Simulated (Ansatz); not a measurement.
# Cd2S (P3m1) in Ansatz: notebook

One crystal, Cd2S, is run at these levels: r2SCAN0 form with a typed share of exact exchange, r2SCAN0; tasks: single point.

Program: Ansatz 0.2.0. These are calculated values, not measurements. Logs are shortened: lines on timing, memory, paths and dates and some standing lists are left out, and cuts for length are marked.

### 1 Starting point

The structure is trigonal, space group P3m1 (No. 156). Conventional cell: a = 3.963 Å, b = 3.963 Å, c = 5.809 Å, α = 90.00°, β = 90.00°, γ = 120.00°. Cd (site symmetry 3m) has 1 S at 2.52 Å as nearest neighbours. Cd (site symmetry 3m) has 3 S at 2.60 Å as nearest neighbours. S (site symmetry 3m) has 4 Cd at 2.52 to 2.60 Å as nearest neighbours.

The cell comes from a database or a generator and needn't be the stable form of this composition.

### 2 Single point, r2SCAN0 form with a typed share of exact exchange

Contents of input.yaml:

```yaml
crystal:
  lattice:
    - [3.962670049, 0.0, 0.0]
    - [-1.9813350245, 3.4317729293, 0.0]
    - [0.0, 0.0, 5.809192]
  atoms:
    - { symbol: Cd, position: [0.3333333333, 0.6666666667, 0.932717] }
    - { symbol: Cd, position: [0.6666666667, 0.3333333333, 0.578735] }
    - { symbol: S, position: [0.3333333333, 0.6666666667, 0.365705] }
hamiltonian:
  xc: r2scan
  pseudopotentials: { kind: paw }
kpoints:
  mp_grid: { grid: [5, 5, 3] }
scf:
  occupations: { method: fermi_dirac, width: 0.05 }
output:
  forces: true
  stress: true
  eigenvalues: true
```

Potentials or basis: Ansatz PAW.

Launch:

```sh
$ ansatz run input.yaml --threads 2 --pin off --max-ram 5632MiB --backend cpu --events-out ev --progress --plain --runs-dir out
```

What it wrote:

```text
Warning: RAYON_NUM_THREADS=2 ignored (pool sized by the plan → 2); use --threads N
Engine: ansatz 0.2.0, x86_64-unknown-linux-gnu
Pseudopotentials: kind: paw
Pseudopotential: Cd, paw, valence charge 20, recommended cutoff 500 eV (meta_gga), Cd.paw.azcp
Pseudopotential: S, paw, valence charge 6, recommended cutoff 500 eV (meta_gga), S.paw.azcp
Functional definition: r2SCAN
  parameter k0 = 0.174
  parameter k1 = 0.065
  parameter a1 = 4.9479
  exchange = r2scan_x(k0 = k0, k1 = k1, a1 = a1)
  correlation = r2scan_c
Crystal: 3 atoms, lattice volume = 78.999 Å³
Basis set: ecut = 500 eV, 2007 PW (Γ), exchange–correlation on 120×120×180 points (64 copies of the dense FFT grid, shifted against one another)
Bands: 28, of which v1, the nominal top of the filled ones, is band 23 counted from 1 (22 counted from 0)
Symmetry: 6 space group operations
Space group: P3m1 (ITA 156), of the structure as read, at distance tolerance 4.3e-5 Å
k-points: 12 of 75 (time reversal used)
Non-local potential: Cd, projectors of the file, l = 0: 3, l = 1: 2, l = 2: 2, l = 3: 1
Non-local potential: S, projectors of the file, l = 0: 2, l = 1: 2, l = 2: 2
PAW form: soft (Blöchl's): semilocal exchange-correlation on the pseudo side does not see the compensation charge
PAW frozen core: Cd, regenerated for the run's functional (the file was generated under x = pbe(κ = 0.804, μ = 0.2195149727645171), c = pbe(β = 0.06672455060314922))
PAW frozen core: S, regenerated for the run's functional (the file was generated under x = pbe(κ = 0.804, μ = 0.2195149727645171), c = pbe(β = 0.06672455060314922))
PAW one-centre angular grid: Cd, 590 points (default); XC on 160 Gauss nodes
PAW one-centre angular grid: S, 302 points (default); XC on 160 Gauss nodes
Initial density: superposition of atomic densities (neutral atoms: chi_scale 0, normalization atom), corrected by the library's trained network
Initial wavefunctions: pseudopotential atomic-orbital guess
Functional: x = r2scan, c = r2scan; τ floored in thin density (d = 2e-4 eV/Å³)
SCF iter   1: F=—  HF=-17443.040287 eV  |F-HF|=—  |Δ(HF+E_count)|=         —  Δρ=6.40e-3  dr2=2.96e-2  dr2_τ=2.01e-2  ethr=1.77e-3  ⟨swp⟩=6.2  Hψ=1418  notcnv=0
preconditioner: auto → Resta (q_TF=auto, 2.493 Å⁻¹)  ε∞=4.5  [insulator: Δε(μ)=1.229 eV  Ē_g=12.145 eV  σ=0.050 eV  W_gap=1.00  n_scr=22 (ndim 8)  ℏωp=22.9 eV  f_vac=0.097  D(μ)=0.00/eV (n_scr^D=0)  ε∞_Penn≈4.5]
SCF iter   2: F=—  HF=-17443.055275 eV  |F-HF|=—  |Δ(HF+E_count)|=   1.50e-2  Δρ=3.79e-3  dr2=1.00e-2  dr2_τ=7.83e-4  ethr=6.45e-5  ⟨swp⟩=2.0  Hψ=531  notcnv=0  defer=7
SCF iter   3: F=—  HF=-17443.056056 eV  |F-HF|=—  |Δ(HF+E_count)|=   7.81e-4  Δρ=6.29e-4  dr2=5.58e-4  dr2_τ=2.42e-5  ethr=2.18e-5  ⟨swp⟩=2.1  Hψ=440  notcnv=0  defer=7
SCF iter   4: F=—  HF=-17443.056189 eV  |F-HF|=—  |Δ(HF+E_count)|=   1.33e-4  Δρ=2.59e-4  dr2=6.38e-5  dr2_τ=1.46e-6  ethr=1.21e-6  ⟨swp⟩=2.8  Hψ=568  notcnv=0  defer=7
SCF iter   5: F=—  HF=-17443.056201 eV  |F-HF|=—  |Δ(HF+E_count)|=   1.22e-5  Δρ=9.15e-5  dr2=5.65e-6  dr2_τ=3.13e-7  ethr=1.39e-7  ⟨swp⟩=2.0  Hψ=509  notcnv=0  defer=7
SCF iter   6: F=—  HF=-17443.056202 eV  |F-HF|=—  |Δ(HF+E_count)|=   7.01e-7  Δρ=1.82e-5  dr2=3.08e-7  dr2_τ=1.75e-8  ethr=1.23e-8  ⟨swp⟩=2.0  Hψ=546  notcnv=0  defer=7
SCF iter   7: F=-17443.056202 eV  HF=-17443.056202 eV  |F-HF|=1.69e-8  |Δ(HF+E_count)|=   2.95e-7  Δρ=4.60e-6  dr2=1.83e-8  dr2_τ=6.70e-10  ethr=2.17e-10  ⟨swp⟩=7.3  Hψ=1438  notcnv=0
SCF 1 converged in 7 iterations: F = -17443.056202 eV  dr2 = 1.83e-8
SCF converged after 7 iterations
Free energy (F): -17443.056202 eV
Harris-Foulkes:  -17443.056202 eV  (|F-HF|=1.69e-8)
Internal energy: -17443.056200 eV  (E = F + TS)
E sigma→0 (E₀):  -17443.056201 eV
Entropy (-TS):   -0.000001 eV (-0.000 meV/atom)
Fermi energy:    8.234549 eV
--- Per-component energies (eV) ---
  E_band       = -1051.925168
  E_kinetic    = 1115.616721
  E_local      = -7785.931863  (includes V_loc(G=0)·N_el)
  E_nonlocal   = 96.184080
  E_hartree    = 3597.095384
  E_xc         = -427.329758
  E_vxc        = -585.191237  (∫ρ·V_xc dr)
  E_paw        = -8820.713692  (= ΣΔE_a)
  E_vpaw       = -1126.148881  (= ΣTr[D̂ρ^β])
  E_aug_tail   = 0.000012  (compensation charges beyond the density's cutoff)
  E_vtau       = 39.352191  (kinetic-family band-sum trace: ∫τ·v_τ [+ j·A + Jᵃ·Aᵃ] dr)
  E_ewald      = -5216.737776
  E_core_change = -1.239308  (= ΣΔE_core)
  E_smearing   = -0.000001  (= −TS)
  E_closure    = -0.000000  (closes the sum)
  Σ components = -17443.056202   (vs F -17443.056202, Δ=0.00e0)
--- Forces (eV/Å), atoms counted from 1 ---
  atom   1  Cd     0.00000000     0.00000000     0.01967263
  atom   2  Cd     0.00000000     0.00000000    -0.01104369
  atom   3  S      0.00000000    -0.00000000    -0.00854992
  max |Σ_I F_I| component: 7.90e-5 eV/Å
--- Stress (GPa, compression-positive) ---
       -1.726588       0.000000       0.000000
        0.000000      -1.726588       0.000000
        0.000000       0.000000      -2.243338
  P = ⅓ Tr σ = -1.8988 GPa (-18.988 kbar)
--- Band table (eV; the first three rows and the last of 12) ---
  k-point 0: bands = ["-97.2488", "-96.9349", "-57.4070", "-57.4070", "-57.3695", "-57.0841", "-57.0841", "-57.0795", "-5.3064", "-0.8361", "-0.8361", "-0.7323", "-0.7323", "-0.6630", "-0.4467", "-0.4467", "-0.4386", "-0.0722", "-0.0722", "3.4078", "4.1777", "7.1177", "7.1177", "11.5628", "13.3376", "15.1619", "15.1619", "16.7234"]
  k-point 1: bands = ["-97.2488", "-96.9349", "-57.4070", "-57.4070", "-57.3695", "-57.0841", "-57.0841", "-57.0795", "-5.2214", "-0.9901", "-0.8412", "-0.8412", "-0.7706", "-0.7706", "-0.3964", "-0.3964", "-0.2212", "-0.0803", "-0.0803", "2.0807", "6.6863", "7.1754", "7.1754", "10.3037", "13.1691", "14.8592", "14.8592", "16.3289"]
  k-point 2: bands = ["-97.2488", "-96.9349", "-57.4073", "-57.4071", "-57.3695", "-57.0844", "-57.0842", "-57.0795", "-5.1829", "-0.8484", "-0.8323", "-0.7303", "-0.6569", "-0.5963", "-0.4306", "-0.4269", "-0.3468", "-0.1659", "-0.0635", "3.7123", "4.5503", "5.9906", "6.7952", "11.9911", "12.9998", "13.5702", "14.8390", "15.1893"]
  k-point 11: bands = ["-97.2488", "-96.9349", "-57.4078", "-57.4074", "-57.3694", "-57.0848", "-57.0845", "-57.0795", "-4.8455", "-0.9227", "-0.8552", "-0.7469", "-0.6696", "-0.5458", "-0.3891", "-0.3739", "-0.2006", "-0.1529", "0.1614", "3.8249", "4.4360", "5.5756", "7.6013", "9.1204", "10.6012", "13.2547", "14.0565", "15.0307"]
```

Run time: 6.2 s. Hardware: 2 threads of Intel Xeon at 2.50GHz (Skylake/Cascade Lake), shared host; peak memory 0.5 GiB.

What came out:

| Quantity | Value |
| --- | --- |
| Free energy | -17443.0562 eV |
| Pressure | -1.9 GPa |
| Largest force | 0.020 eV/Å |
| Band gap on the k mesh | 1.23 eV, indirect (least direct gap 1.51 eV) |

Forces on the atoms (eV/Å):
```
Cd   0.000  0.000  0.020
Cd   0.000  0.000 -0.011
S    0.000  0.000 -0.009
```

Stress tensor (GPa, compression positive):
```
-1.73  0.00  0.00
 0.00 -1.73  0.00
 0.00  0.00 -2.24
```

Levels at points of the mesh, in eV from the valence-band top:
```csv
k point,band 21,band 22,band 23,band 24,band 25,band 26
"(0.00, 0.00, 0.00)",-3.42,-0.48,-0.48,3.96,5.74,7.56
```

Caveat: odd divisions of the mesh miss points on the zone boundary, where band edges often lie, so the gap on the mesh can be too wide; the PAW data sets come from PBE, with cores solved anew for the run's functional, which leaves a small shift of forces and pressure. A k mesh can miss the band edges.

### 3 Single point, r2SCAN0 form with a typed share of exact exchange

Edit input.yaml of step 2 so:

```diff
@@ -10,3 +10,3 @@
 hamiltonian:
-  xc: r2scan
+  xc: { exchange: r2scan, correlation: r2scan, exx: { coeff: 0.1 } }
   pseudopotentials: { kind: paw }
```

Potentials or basis: Ansatz PAW.

Launch:

```sh
$ ansatz run input.yaml --threads 2 --pin off --max-ram 5632MiB --backend cpu --events-out ev --progress --plain --runs-dir out
```

Wall time 82 s (2 threads of Intel Xeon at 2.50GHz (Skylake/Cascade Lake), shared host); peak memory 1.6 GiB.

Results (log left out):

- Free energy: -17442.7105 eV
- Pressure: -2.1 GPa
- Largest force: 0.087 eV/Å
- Band gap on the k mesh: 1.50 eV, indirect (least direct gap 1.72 eV)

Forces in eV/Å, atoms in the order of the input:
```
Cd   0.000  0.000  0.079
Cd   0.000  0.000 -0.087
S    0.000  0.000  0.008
```

Stress tensor (GPa, compression positive):
```
-1.91  0.00  0.00
 0.00 -1.91  0.00
 0.00  0.00 -2.46
```

Levels at points of the mesh, in eV from the valence-band top:
```
           k point  band 21  band 22  band 23  band 24  band 25  band 26
(0.00, 0.00, 0.00)    -3.66    -0.65    -0.65     4.45     6.23     8.09
```

Caveat: odd divisions of the mesh miss points on the zone boundary, where band edges often lie, so the gap on the mesh can be too wide; the PAW data sets come from PBE, with cores solved anew for the run's functional, which leaves a small shift of forces and pressure; the thresholds are loose for stress.

(Part 1 of 2 ends here.)
